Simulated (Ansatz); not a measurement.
# Ag: the cost of one run

Computed with Ansatz 0.2.0 through its Python package. Level of theory: DFT r2SCAN, plane waves, PAW.

This is Ag in the bcc structure; at room conditions it is fcc.

### 1 Starting point

Ag Im-3m: It takes space group Im-3m (No. 229, cubic). Conventional cell: a = 3.311 Å, b = 3.311 Å, c = 3.311 Å, α = 90.00°, β = 90.00°, γ = 90.00°. Ag (site symmetry m-3m) has 8 Ag at 2.87 Å as nearest neighbours.

Hf Im-3m: It takes space group Im-3m (No. 229, cubic). Conventional cell: a = 3.610 Å, b = 3.610 Å, c = 3.610 Å, α = 90.00°, β = 90.00°, γ = 90.00°. Hf (site symmetry m-3m) is surrounded by 8 Hf at 3.13 Å.

Ta Im-3m: The structure is cubic, space group Im-3m (No. 229). Conventional cell: a = 3.303 Å, b = 3.303 Å, c = 3.303 Å, α = 90.00°, β = 90.00°, γ = 90.00°. Around Ta (site symmetry m-3m) lie 8 Ta at 2.86 Å.

W Im-3m: Symmetry: Im-3m, No. 229, cubic system. Conventional cell: a = 3.165 Å, b = 3.165 Å, c = 3.165 Å, α = 90.00°, β = 90.00°, γ = 90.00°. W (site symmetry m-3m) has 8 W at 2.74 Å as nearest neighbours.

Au Im-3m: The structure is cubic, space group Im-3m (No. 229). The conventional cell has a = 3.315 Å, b = 3.315 Å, c = 3.315 Å, α = 90.00°, β = 90.00°, γ = 90.00°. Au (site symmetry m-3m) has 8 Au at 2.87 Å as nearest neighbours.

Input file ag_ag.xyz:

```xyz
1
Lattice="-1.655654 1.655654 1.655654 1.655654 -1.655654 1.655654 1.655654 1.655654 -1.655654" Properties=species:S:1:pos:R:3 pbc="T T T"
Ag    0.00000000    0.00000000    0.00000000
```

ag_hf.vasp, read by the script:

```text
Hf
1.0
  -1.80500000    1.80500000    1.80500000
   1.80500000   -1.80500000    1.80500000
   1.80500000    1.80500000   -1.80500000
Hf
1
Direct
   0.00000000    0.00000000    0.00000000
```

ag_ta.extxyz, read by the script:

```xyz
1
Lattice="-1.65128 1.65128 1.65128 1.65128 -1.65128 1.65128 1.65128 1.65128 -1.65128" Properties=species:S:1:pos:R:3 pbc="T T T"
Ta    0.00000000    0.00000000    0.00000000
```

The script reads ag_w.cif:

```cif
data_W
_cell_length_a 2.740702
_cell_length_b 2.740702
_cell_length_c 2.740702
_cell_angle_alpha 109.47122
_cell_angle_beta 109.47122
_cell_angle_gamma 109.47122
_symmetry_space_group_name_H-M 'P 1'
_symmetry_Int_Tables_number 1
loop_
_symmetry_equiv_pos_as_xyz
'x, y, z'
loop_
_atom_site_label
_atom_site_type_symbol
_atom_site_fract_x
_atom_site_fract_y
_atom_site_fract_z
W1 W    0.000000    0.000000    0.000000
```

ag_au.vasp, read by the script:

```text
Au
1.0
  -1.65726900    1.65726900    1.65726900
   1.65726900   -1.65726900    1.65726900
   1.65726900    1.65726900   -1.65726900
Au
1
Direct
   0.00000000    0.00000000    0.00000000
```

### 2 Script

The input, ag.py:

```python
'''Trends along isostructural compounds in space group Im-3m, after relaxing cells and atoms.'''

import warnings

import ansatz as az
from ase.io import read
import numpy as np
import pandas as pd


def solve(name, crystal, relax=True):
    calc = (
        crystal.calculation()
        .basis(300)
        .scf(tolerance=1e-08, max_iterations=200)
        .functional('r2SCAN')
        .kpoints(spacing=0.3)  # the mesh must be finer for metals
        .occupations('fermi_dirac', width=0.05)
        .stress()  # GPa
        .band_table()  # levels at the mesh points
    )
    if relax:
        calc = calc.relax(force_tolerance=0.03, cell=True)
    return calc.run(threads=1)

def bulk_modulus(name, outcome, step=0.015):
    # B = -V dP/dV from the pressures of two uniformly scaled cells, atoms held at their fractions
    pressure = []
    for factor in (1 - step, 1.0, 1 + step):
        cell = az.Crystal(lattice=az.Lattice.of(outcome.lattice.cell_ang * factor ** (1 / 3)))
        for site in outcome.report['lattice']['sites']:
            cell = cell.atom(site['symbol'], site['position_frac'])
        pressure.append(np.trace(solve(name, cell, relax=False).report['stress_gpa']) / 3)
    slope, bend = (pressure[0] - pressure[2]) / (2 * step), abs(pressure[0] + pressure[2] - 2 * pressure[1])
    # a jump of mesh or basis between the cells shows as a kink: no modulus then
    return float(slope) if bend < 12 * step**2 * abs(slope) + 0.15 and abs(pressure[1]) < 1.5 else float('nan')


def volume_per_atom(outcome):
    return abs(np.linalg.det(outcome.lattice.cell_ang)) / len(outcome.lattice.sites)


def main() -> None:
    warnings.simplefilter('ignore')

    phases = {}
    ag = az.Crystal.from_extxyz('ag_ag.xyz')
    phases['Ag'] = ag
    atoms = read('ag_hf.vasp', format='vasp')
    hf = az.Crystal.from_ase(atoms)
    phases['Hf'] = hf
    ta = az.Crystal.from_extxyz('ag_ta.extxyz')
    phases['Ta'] = ta
    atoms = read('ag_w.cif')
    w = az.Crystal.from_ase(atoms)
    phases['W'] = w
    atoms = read('ag_au.vasp', format='vasp')
    au = az.Crystal.from_ase(atoms)
    phases['Au'] = au

    done = {}
    for name, crystal in phases.items():
        done[name] = solve(name, crystal)
        print(f'{name}: {done[name].report["energy_sigma0_ev"]:.4f} eV, {len(done[name].lattice.sites)} atoms')

    rows = [(name, volume_per_atom(o), bulk_modulus(name, o)) for name, o in done.items()]
    print(pd.DataFrame(rows, columns=['compound', 'V (A^3/atom)', 'B (GPa)']).round(4).to_string(index=False))


if __name__ == '__main__':
    main()
```

### 3 Launch

The run is started by

```bash
python ag.py
```

What time and memory should one allow on 1 thread of Arm Neoverse V1, shared host?

About 72 s, with a peak of 0.49 GiB.
